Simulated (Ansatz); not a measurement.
# GaH₂Cl₃ (built from SMILES Cl.[Cl][GaH][Cl]): search for a transition state

Is there a first-order saddle for this four-centre ligand exchange, which should form Ga1–Cl6, H2–H5 and break Ga1–H2, H5–Cl6, and which two structures does it connect?

Program: Ansatz 0.2.0, Gaussian basis. Level of theory: PBE0-D4, def2-SVP first, then def2-TZVP. These are calculated values, not measurements.

152 further runs of the same task are left out: 152 set aside as unsound or not needed.

### 1 The starting structure

The guess: 6 atoms, charge 0, spin multiplicity 1.

Atoms are counted from 1 here; the program's logs count them from 0.

Bond lengths: Ga1–H2 1.776 Å, Ga1–Cl3 2.072 Å, Ga1–Cl4 2.072 Å, Ga1–H5 1.967 Å, Ga1–Cl6 2.313 Å, H5–Cl6 1.610 Å. Angles: H2–Ga1–Cl3 110.1°, H2–Ga1–Cl4 110.3°, H2–Ga1–H5 38.2°, H2–Ga1–Cl6 81.4°, Cl3–Ga1–Cl4 123.8°, Cl3–Ga1–H5 117.8°, Cl3–Ga1–Cl6 111.5°, Cl4–Ga1–H5 118.2°, Cl4–Ga1–Cl6 111.7°, H5–Ga1–Cl6 43.3°, Ga1–H5–Cl6 79.9°, Ga1–Cl6–H5 56.8°.

Coordinates:

```mol
Cl3GaH2
  3D, bonds by distance, orders not assigned

  6  6  0  0  0  0  0  0  0  0999 V2000
   -0.3789    0.2902   -0.2056 Ga  0  0
    1.3747    0.1367   -0.4387 H   0  0
   -1.3859   -0.4589   -1.8548 Cl  0  0
   -0.8297    2.1015    0.6945 Cl  0  0
    1.1861   -0.7076    0.4451 H   0  0
    0.0336   -1.3619    1.3596 Cl  0  0
  1  2  8  0
  1  3  8  0
  1  4  8  0
  1  5  8  0
  1  6  8  0
  5  6  8  0
M  END
```

Distances that are to change: Ga1–Cl6 2.31 Å, H2–H5 1.24 Å, Ga1–H2 1.78 Å, H5–Cl6 1.61 Å.

### 2 Relaxing the guess with the reacting distances held

File hold/in.yaml:

```yaml
crystal:
  periodic: [false, false, false]
  atoms:
    - {symbol: Ga, position_ang: [-0.378900, 0.290200, -0.205600]}
    - {symbol: H, position_ang: [1.374700, 0.136700, -0.438700]}
    - {symbol: Cl, position_ang: [-1.385900, -0.458900, -1.854800]}
    - {symbol: Cl, position_ang: [-0.829700, 2.101500, 0.694500]}
    - {symbol: H, position_ang: [1.186100, -0.707600, 0.445100]}
    - {symbol: Cl, position_ang: [0.033600, -1.361900, 1.359600]}
basis:
  gaussian: {orbitals: def2-SVP}
hamiltonian: {xc: pbe0, dispersion: d4}
relax: {f_tol: 0.04, max_steps: 150, escape_saddle: false, constraints: [{distance: [0, 5]}, {distance: [1, 4]}, {distance: [0, 1]}, {distance: [4, 5]}]}
```

Started as:

```sh
$ ansatz run in.yaml --threads 4 --pin off --events-out ev --progress --plain --max-ram 9574MiB
```

The program printed (excerpt; [...] marks lines left out):

```text
Functional definition: PBE0
  name "PBE0"
  cite "Adamo & Barone, J. Chem. Phys. 110, 6158 (1999) doi:10.1063/1.478522"
  cite "Perdew, Burke & Ernzerhof, Phys. Rev. Lett. 77, 3865 (1996) doi:10.1103/PhysRevLett.77.3865"
  parent pbe
[...]
952 factors; integrals over basis functions are off by at most 2.7e-4 eV
[...]
mean field -89943.23880061 eV, -3305.3530602054 hartree, gradient 9.8e-6 eV, S^2 0.000000; 0 other end points of the search recorded, 0 dependent functions left out
[...]
reference -89943.23882662 eV, -3305.3530611615 hartree; 42, 42 occupied and 54, 54 virtual orbitals, 952 factors
relax step   1: F+E_penalty+E_count = -89943.41234577 eV  Δ(F+E_penalty+E_count) = +0.000e0 eV  max|allowed force component| = 1.002e0 eV/Å  Δτ_max = 0.0000 Å  (24 SCF iters, accepted)
[...]
relax step   2: F+E_penalty+E_count = -89943.48687662 eV  Δ(F+E_penalty+E_count) = -7.453e-2 eV  max|allowed force component| = 1.593e-1 eV/Å  Δτ_max = 0.0628 Å  (23 SCF iters, accepted)
[...]
relax step   3: F+E_penalty+E_count = -89943.49052436 eV  Δ(F+E_penalty+E_count) = -3.648e-3 eV  max|allowed force component| = 1.739e-2 eV/Å  Δτ_max = 0.0262 Å  (24 SCF iters, accepted)
  distance Ga 0 - Cl 5 held at 2.312886 Å   reaction = -4.2925e-1 eV/Å
  distance H 1 - H 4 held at 1.236736 Å   reaction = +1.0573e0 eV/Å
  distance Ga 0 - H 1 held at 1.775672 Å   reaction = +3.5731e-1 eV/Å
  distance H 4 - Cl 5 held at 1.610179 Å   reaction = +4.8490e-1 eV/Å
952 factors; integrals over basis functions are off by at most 3.5e-4 eV
[...]
mean field -89943.31944114 eV, -3305.3560236904 hartree, gradient 7.0e-5 eV, S^2 0.000000; 1 other end points of the search recorded, 0 dependent functions left out
[...]
reference -89943.31946735 eV, -3305.3560246534 hartree; 42, 42 occupied and 54, 54 virtual orbitals, 952 factors
Total energy: -89943.49055056 eV, -3305.3623118456 hartree
Atom 0 at    -0.346189     0.279870    -0.204818 Å, force     0.279159     0.283871    -0.346817 eV/Å
Atom 1 at     1.407338     0.136637    -0.444899 Å, force    -0.572595    -0.683358     0.807160 eV/Å
Atom 2 at    -1.409611    -0.487720    -1.885647 Å, force    -0.002555     0.004947     0.006653 eV/Å
Atom 3 at    -0.836596     2.133629     0.726796 Å, force    -0.005629    -0.004251    -0.003371 eV/Å
Atom 4 at     1.154199    -0.690623     0.438886 Å, force    -0.104526     0.494290    -0.468596 eV/Å
Atom 5 at     0.030759    -1.371793     1.369781 Å, force     0.406146    -0.095498     0.004971 eV/Å
Dipole moment:     0.362046    -0.161717     0.082764 e Å
```

Run time: 6 s. Hardware: 4 threads of Arm Neoverse V1, shared host.

Step by step:

```tsv
step	energy from step 1 (eV)	largest force component (eV/Å)
1	0.0000	1.0021
2	-0.0745	0.1593
3	-0.0782	0.0174
```

Distances of close pairs at the start and the end, largest changes first:

```tsv
bond	before (Å)	after (Å)	change (Å)
Ga1–H5	1.967	1.899	-0.067
Ga1–Cl4	2.072	2.132	+0.060
Ga1–Cl3	2.072	2.132	+0.060
H5–Cl6	1.610	1.610	-0.000
Ga1–H2	1.776	1.776	+0.000
Ga1–Cl6	2.313	2.313	+0.000
```

### 3 A starting Hessian

File hessian/in.yaml:

```yaml
crystal:
  periodic: [false, false, false]
  atoms:
    - {symbol: Ga, position_ang: [-0.346189, 0.279870, -0.204818]}
    - {symbol: H, position_ang: [1.407338, 0.136637, -0.444899]}
    - {symbol: Cl, position_ang: [-1.409611, -0.487720, -1.885647]}
    - {symbol: Cl, position_ang: [-0.836596, 2.133629, 0.726796]}
    - {symbol: H, position_ang: [1.154199, -0.690623, 0.438886]}
    - {symbol: Cl, position_ang: [0.030759, -1.371793, 1.369781]}
basis:
  gaussian: {orbitals: def2-SVP}
hamiltonian: {xc: pbe0, dispersion: d4}
phonons: {}
scf: {lower_state_search: off}
```

Started as:

```sh
$ ansatz run in.yaml --threads 4 --pin off --events-out ev --progress --plain --max-ram 9574MiB
```

The program printed (excerpt; [...] marks lines left out):

```text
[... 5 set-up lines as earlier in the session ...]
[...]
951 factors; integrals over basis functions are off by at most 2.3e-4 eV
[...]
mean field -89943.31943851 eV, -3305.3560235936 hartree, gradient 9.3e-6 eV, S^2 0.000000; 0 other end points of the search recorded, 0 dependent functions left out
[...]
reference -89943.31946471 eV, -3305.3560245566 hartree; 42, 42 occupied and 54, 54 virtual orbitals, 951 factors
[... from here to the last solve, the lines of the solves are left out (35 solves) ...]
951 factors; integrals over basis functions are off by at most 2.3e-4 eV
mean field -89943.31936926 eV, -3305.3560210489 hartree, gradient 2.3e-6 eV, S^2 0.000000; 0 other end points of the search recorded, 0 dependent functions left out
[...]
WARN: phonons: modes at or below zero, which the zero-point energy, F, S and C_V leave out: 1, the lowest at -1362.98 cm⁻¹. A minimum has none, and a first-order saddle one
Total energy: -89943.49054793 eV, -3305.3623117487 hartree
Atom 0 at    -0.346189     0.279870    -0.204818 Å, force     0.279176     0.283917    -0.346876 eV/Å
Atom 1 at     1.407338     0.136637    -0.444899 Å, force    -0.572643    -0.683385     0.807209 eV/Å
Atom 2 at    -1.409611    -0.487720    -1.885647 Å, force    -0.002579     0.004947     0.006628 eV/Å
Atom 3 at    -0.836596     2.133629     0.726796 Å, force    -0.005638    -0.004265    -0.003355 eV/Å
Atom 4 at     1.154199    -0.690623     0.438886 Å, force    -0.104516     0.494247    -0.468575 eV/Å
Atom 5 at     0.030759    -1.371793     1.369781 Å, force     0.406200    -0.095462     0.004970 eV/Å
Dipole moment:     0.362046    -0.161716     0.082763 e Å
Vibrations: -1362.98 108.40 117.98 159.25 351.85 405.69 467.78 471.43 892.88 1127.09 1303.39 1636.31 cm⁻¹, zero-point energy 0.436551 eV
Checks for a lower state left out: stability, starts, cluster_reference, orbital_swaps, neighbouring_geometries, increment
```

Wall time 37 s (4 threads of Arm Neoverse V1, shared host).

The structure is not stationary yet, so these wavenumbers are no spectrum; the search needs only the force constants.

### 4 Saddle search in the small basis

A small driver takes partitioned rational-function steps: uphill along one mode, downhill along the rest. It calls the program once a step for energy and forces and updates the Hessian by Bofill's formula. It stops when the largest force is under 0.04 eV/Å and the followed curvature is negative. The first step's input:

File presaddle/in.yaml:

```yaml
crystal:
  periodic: [false, false, false]
  atoms:
    - {symbol: Ga, position_ang: [-0.346189, 0.279870, -0.204818]}
    - {symbol: H, position_ang: [1.407338, 0.136637, -0.444899]}
    - {symbol: Cl, position_ang: [-1.409611, -0.487720, -1.885647]}
    - {symbol: Cl, position_ang: [-0.836596, 2.133629, 0.726796]}
    - {symbol: H, position_ang: [1.154199, -0.690623, 0.438886]}
    - {symbol: Cl, position_ang: [0.030759, -1.371793, 1.369781]}
basis:
  gaussian: {orbitals: def2-SVP}
hamiltonian: {xc: pbe0, dispersion: d4}
output: {forces: true}
scf: {lower_state_search: off}
```

Started as:

```sh
$ ansatz run in.yaml --threads 4 --pin off --events-out ev --progress --plain --max-ram 9574MiB
```

The driver's record:

```tsv
step	energy (eV)	largest force (eV/Å)	followed curvature (eV/Å²)
1	-89943.49050	0.8072	-11.31
2	-89943.60660	0.2223	-11.33
3	-89943.61059	0.0262	-11.33
```

The 3 steps took 3.2 s in all (4 threads of Arm Neoverse V1, shared host).

### 5 Saddle search in triple zeta

A small driver takes partitioned rational-function steps: uphill along one mode, downhill along the rest. It calls the program once a step for energy and forces and updates the Hessian by Bofill's formula. It stops when the largest force is under 0.01 eV/Å and the followed curvature is negative. The first step's input:

File saddle/in.yaml:

```yaml
crystal:
  periodic: [false, false, false]
  atoms:
    - {symbol: Ga, position_ang: [-0.320633, 0.328007, -0.258747]}
    - {symbol: H, position_ang: [1.345546, 0.073022, -0.368283]}
    - {symbol: Cl, position_ang: [-1.422860, -0.470311, -1.895925]}
    - {symbol: Cl, position_ang: [-0.850808, 2.146842, 0.712507]}
    - {symbol: H, position_ang: [1.120241, -0.683644, 0.440239]}
    - {symbol: Cl, position_ang: [0.128413, -1.393917, 1.370310]}
basis:
  gaussian: {orbitals: def2-TZVP}
hamiltonian: {xc: pbe0, dispersion: d4}
output: {forces: true}
scf: {lower_state_search: off}
```

Started as:

```sh
$ ansatz run in.yaml --threads 4 --pin off --events-out ev --progress --plain --max-ram 9574MiB
```

Step by step:

```tsv
step	energy (eV)	largest force (eV/Å)	followed curvature (eV/Å²)
1	-89963.24535	0.1444	-11.33
2	-89963.24746	0.0162	-11.14
3	-89963.24753	0.0099	-11.24
```

The 3 steps took 8 s in all (4 threads of Arm Neoverse V1, shared host).

Geometry at the end of the search:

```tsv
atom	x (Å)	y (Å)	z (Å)
Ga1	-0.31835	0.33381	-0.26510
H2	1.34582	0.07058	-0.36595
Cl3	-1.41968	-0.47053	-1.88727
Cl4	-0.84959	2.13763	0.71233
H5	1.11208	-0.68160	0.44000
Cl6	0.12961	-1.38989	1.36609
```

Followed mode, largest move set to 1: H5 (0.35, 0.62, -0.70); Ga1 (-0.34, -0.31, 0.39); H2 (0.15, -0.37, 0.33); Cl6 (-0.32, 0.01, 0.06).

### 6 Vibrations at the point found

File vib/in.yaml:

```yaml
crystal:
  periodic: [false, false, false]
  atoms:
    - {symbol: Ga, position_ang: [-0.318345, 0.333810, -0.265097]}
    - {symbol: H, position_ang: [1.345823, 0.070581, -0.365954]}
    - {symbol: Cl, position_ang: [-1.419682, -0.470534, -1.887270]}
    - {symbol: Cl, position_ang: [-0.849587, 2.137634, 0.712331]}
    - {symbol: H, position_ang: [1.112076, -0.681601, 0.439998]}
    - {symbol: Cl, position_ang: [0.129615, -1.389890, 1.366092]}
basis:
  gaussian: {orbitals: def2-TZVP}
hamiltonian: {xc: pbe0, dispersion: d4}
phonons: {temperatures: {t_min: 298.15, t_max: 900, t_step: 200}}
```

Started as:

```sh
$ ansatz run in.yaml --threads 4 --pin off --events-out ev --progress --plain --max-ram 9574MiB
```

The program printed (excerpt; [...] marks lines left out):

```text
[... 5 set-up lines as earlier in the session ...]
[...]
1305 factors; their error is unknown
[...]
mean field -89963.07730670 eV, -3306.0821118573 hartree, gradient 5.2e-5 eV, S^2 0.000000; 0 other end points of the search recorded, 0 dependent functions left out
[...]
reference -89963.07733536 eV, -3306.0821129104 hartree; 42, 42 occupied and 129, 129 virtual orbitals, 1305 factors
[... from here to the last solve, the lines of the solves are left out (35 solves) ...]
1305 factors; their error is unknown
mean field -89963.07724516 eV, -3306.0821095957 hartree, gradient 3.0e-6 eV, S^2 0.000000; 0 other end points of the search recorded, 0 dependent functions left out
[...]
reference -89963.07727381 eV, -3306.0821106487 hartree; 42, 42 occupied and 129, 129 virtual orbitals, 1305 factors
WARN: phonons: modes at or below zero, which the zero-point energy, F, S and C_V leave out: 1, the lowest at -1002.31 cm⁻¹. A minimum has none, and a first-order saddle one
Total energy: -89963.24752784 eV, -3306.0883673688 hartree
Atom 0 at    -0.318345     0.333810    -0.265097 Å, force    -0.009897     0.006061    -0.003867 eV/Å
Atom 1 at     1.345823     0.070581    -0.365954 Å, force     0.005608    -0.001003    -0.000211 eV/Å
Atom 2 at    -1.419682    -0.470534    -1.887270 Å, force    -0.000024    -0.000408    -0.001423 eV/Å
Atom 3 at    -0.849587     2.137634     0.712331 Å, force     0.000369     0.001384     0.000342 eV/Å
Atom 4 at     1.112076    -0.681601     0.439998 Å, force     0.000203    -0.002837     0.002785 eV/Å
Atom 5 at     0.129615    -1.389890     1.366092 Å, force     0.003741    -0.003198     0.002373 eV/Å
Dipole moment:     0.334882    -0.084232     0.011061 e Å
Vibrations: -1002.31 93.80 115.33 151.05 332.58 405.85 406.67 470.95 1001.13 1054.84 1433.54 1754.79 cm⁻¹, zero-point energy 0.447616 eV
```

It took 88 s on 4 threads of Arm Neoverse V1, shared host; peak memory 0.53 GiB.

Wavenumbers and character of the modes:

```tsv
mode	wavenumber (cm⁻¹)	character
1	1002i	changes H2–H5, H5–Cl6
2	94	bend
3	115	bend
4	151	bend
5	333	Ga–Cl stretch with bend
6	406	bend
7	407	Ga–Cl stretch
8	471	Ga–Cl stretch
9	1001	bend
10	1055	bend
11	1434	Ga–H stretch with bend
12	1755	Ga–H stretch
```

Vibrational sums (real modes only):

```tsv
T (K)	entropy (J/mol/K)	heat capacity (J/mol/K)
298	56.3	52.1
498	86.8	66.4
698	110.7	75.1
898	130.3	80.2
```

### 7 Relaxing after a step of 0.30 Å one way along the mode

File downa/in.yaml:

```yaml
crystal:
  periodic: [false, false, false]
  atoms:
    - {symbol: Ga, position_ang: [-0.421098, 0.240481, -0.148938]}
    - {symbol: H, position_ang: [1.389493, -0.039079, -0.265547]}
    - {symbol: Cl, position_ang: [-1.392812, -0.456936, -1.892932]}
    - {symbol: Cl, position_ang: [-0.825689, 2.137691, 0.693180]}
    - {symbol: H, position_ang: [1.217597, -0.495239, 0.229915]}
    - {symbol: Cl, position_ang: [0.032409, -1.386918, 1.384421]}
basis:
  gaussian: {orbitals: def2-TZVP}
hamiltonian: {xc: pbe0, dispersion: d4}
relax: {f_tol: 0.005, max_steps: 200}
```

Started as:

```sh
$ ansatz run in.yaml --threads 4 --pin off --events-out ev --progress --plain --max-ram 9574MiB
```

The program printed (excerpt; [...] marks lines left out):

```text
[... 5 set-up lines as earlier in the session ...]
[...]
1305 factors; their error is unknown
[...]
mean field -89963.26598796 eV, -3306.0890457655 hartree, gradient 6.3e-5 eV, S^2 0.000000; 0 other end points of the search recorded, 0 dependent functions left out
[...]
reference -89963.26601688 eV, -3306.0890468284 hartree; 42, 42 occupied and 129, 129 virtual orbitals, 1305 factors
relax step   1: F+E_penalty+E_count = -89963.43668678 eV  Δ(F+E_penalty+E_count) = +0.000e0 eV  max|allowed force component| = 3.273e0 eV/Å  Δτ_max = 0.0000 Å  (24 SCF iters, accepted)
[...]
1305 factors; their error is unknown
mean field -89964.38919141 eV, -3306.1303227310 hartree, gradient 1.2e-5 eV, S^2 0.000000; 1 other end points of the search recorded, 0 dependent functions left out
[...]
reference -89964.38922090 eV, -3306.1303238148 hartree; 42, 42 occupied and 129, 129 virtual orbitals, 1305 factors
Total energy: -89964.55629999 eV, -3306.1364638581 hartree
Atom 0 at    -0.802501     0.021178     0.154753 Å, force    -0.001638     0.000490    -0.000131 eV/Å
Atom 1 at     1.672206     0.223706    -0.591128 Å, force     0.000138    -0.001691     0.001666 eV/Å
Atom 2 at    -1.298100    -0.502711    -1.834189 Å, force     0.000579     0.000245     0.001418 eV/Å
Atom 3 at    -0.738132     2.059124     0.719205 Å, force     0.000197    -0.001505    -0.000326 eV/Å
Atom 4 at     1.746257    -0.312131    -0.069800 Å, force    -0.000117     0.001182    -0.001160 eV/Å
Atom 5 at    -0.579830    -1.489166     1.621258 Å, force     0.000840     0.001278    -0.001467 eV/Å
Dipole moment:     0.162226    -0.004106    -0.031458 e Å
```

Run time: 33 s. Hardware: 4 threads of Arm Neoverse V1, shared host; peak memory 0.53 GiB.

Step by step:

```tsv
step	energy from step 1 (eV)	largest force component (eV/Å)
1	0.0000	3.2734
2	-0.7021	0.8671
3	-0.9830	0.5556
4	-1.0975	0.2401
5	-1.1156	0.0820
6	-1.1190	0.0408
7	-1.1195	0.0217
8	-1.1195	0.0220
9	-1.1196	0.0017
```

Close pairs (by a distance rule), those that changed most:

```tsv
bond	before (Å)	after (Å)	change (Å)
Ga1–H2	1.836	2.593	+0.757
Ga1–H5	1.836	2.580	+0.744
Ga1–Cl6	2.282	2.117	-0.165
H2–H5	0.695	0.751	+0.056
Ga1–Cl3	2.115	2.116	+0.001
Ga1–Cl4	2.115	2.116	+0.001
```

### 8 Relaxing after a step of 0.30 Å the other way along the mode

File downb/in.yaml:

```yaml
crystal:
  periodic: [false, false, false]
  atoms:
    - {symbol: Ga, position_ang: [-0.215592, 0.427138, -0.381257]}
    - {symbol: H, position_ang: [1.302153, 0.180242, -0.466360]}
    - {symbol: Cl, position_ang: [-1.446552, -0.484133, -1.881607]}
    - {symbol: Cl, position_ang: [-0.873485, 2.137577, 0.731481]}
    - {symbol: H, position_ang: [1.006555, -0.867963, 0.650080]}
    - {symbol: Cl, position_ang: [0.226821, -1.392861, 1.347763]}
basis:
  gaussian: {orbitals: def2-TZVP}
hamiltonian: {xc: pbe0, dispersion: d4}
relax: {f_tol: 0.005, max_steps: 200}
```

Started as:

```sh
$ ansatz run in.yaml --threads 4 --pin off --events-out ev --progress --plain --max-ram 9574MiB
```

The program printed (excerpt; [...] marks lines left out):

```text
[... 5 set-up lines as earlier in the session ...]
[...]
1305 factors; their error is unknown
[...]
mean field -89962.91132561 eV, -3306.0760121646 hartree, gradient 6.5e-5 eV, S^2 0.000000; 0 other end points of the search recorded, 0 dependent functions left out
[...]
reference -89962.91135427 eV, -3306.0760132178 hartree; 42, 42 occupied and 129, 129 virtual orbitals, 1305 factors
relax step   1: F+E_penalty+E_count = -89963.07919081 eV  Δ(F+E_penalty+E_count) = +0.000e0 eV  max|allowed force component| = 4.150e0 eV/Å  Δτ_max = 0.0000 Å  (24 SCF iters, accepted)
[...]
1305 factors; their error is unknown
[...]
mean field -89963.75290132 eV, -3306.1069395015 hartree, gradient 4.7e-6 eV, S^2 0.000000; 1 other end points of the search recorded, 0 dependent functions left out
[...]
reference -89963.75293040 eV, -3306.1069405703 hartree; 42, 42 occupied and 129, 129 virtual orbitals, 1305 factors
Total energy: -89963.92219362 eV, -3306.1131608788 hartree
Atom 0 at     0.016466     0.703335    -0.500030 Å, force    -0.000243     0.000253    -0.001275 eV/Å
Atom 1 at     1.427696     1.116813    -0.974820 Å, force     0.003931     0.000299    -0.001937 eV/Å
Atom 2 at    -1.056078    -0.909483    -1.465006 Å, force     0.001475    -0.000506     0.003172 eV/Å
Atom 3 at    -1.229782     1.978627     0.680997 Å, force    -0.002428     0.000503     0.002419 eV/Å
Atom 4 at     0.052458    -1.865459     0.809427 Å, force     0.002173     0.001182     0.002569 eV/Å
Atom 5 at     0.789140    -1.023832     1.449532 Å, force    -0.004908    -0.001730    -0.004948 eV/Å
Dipole moment:     0.380139    -0.322248     0.144506 e Å
```

It took 2.6 min on 4 threads of Arm Neoverse V1, shared host; peak memory 0.53 GiB.

The steps of the relaxation: (not every step is listed) (the energy doesn't fall at every step)

```tsv
step	energy from step 1 (eV)	largest force component (eV/Å)
1	0.0000	4.1496
2	-0.5407	1.1739
3	-0.6420	0.6851
4	-0.6968	0.4377
5	-0.7451	0.5820
6	-0.7680	0.1144
7	-0.7614	0.1747
8	-0.7718	0.0139
9	-0.7720	0.0115
12	-0.7723	0.0066
15	-0.7723	0.0067
18	-0.7726	0.0109
21	-0.7338	1.2581
24	-0.7780	0.0235
27	-0.7872	0.0906
30	-0.7940	0.0519
33	-0.8042	0.1672
36	-0.8071	0.7498
39	-0.8273	0.3232
42	-0.8388	0.0542
43	-0.8410	0.0802
44	-0.8427	0.0160
45	-0.8429	0.0069
46	-0.8429	0.0173
47	-0.8430	0.0049
```

Distances of close pairs at the start and the end, largest changes first:

```tsv
bond	before (Å)	after (Å)	change (Å)
Ga1–Cl6	2.549	2.717	+0.168
H5–Cl6	1.171	1.289	+0.118
Ga1–Cl3	2.144	2.164	+0.020
Ga1–H2	1.540	1.545	+0.005
Ga1–Cl4	2.144	2.139	-0.005
```

### 9 The three structures

```tsv
pair	start side (Å)	saddle (Å)	end side (Å)
Ga1–Cl6	2.717	2.415	2.117
H2–H5	3.737	1.127	0.751
Ga1–H2	1.545	1.688	2.593
H5–Cl6	1.289	1.525	3.107
```

### 10 Summary of results

```
                       quantity                                                          value
                 imaginary mode                                                     1002i cm⁻¹
    barrier from the start side                                                    65.1 kJ/mol
      barrier from the end side                                                   126.3 kJ/mol
             energy of the step                                                   -61.2 kJ/mol
              pairs that change  Ga1–Cl6 tightened, H2–H5 formed, Ga1–H2 broken, H5–Cl6 broken
zero-point energy at the saddle                                                       0.448 eV
```

The point has a single imaginary mode (1002i cm⁻¹), as a transition state must. It joins the planned start and end. At PBE0-D4/def2-TZVP the electronic barrier is 65.1 kJ/mol, about 26 kT at 298 K, and the step runs 61.2 kJ/mol downhill. The barrier is thin enough for tunnelling; the leading (Wigner) term alone is a factor of 2.0 at 298 K. A step off the saddle overshot and began above it in energy, so the link to its end is likely but not proven. The ends are the nearest minima, not always the lowest complexes.
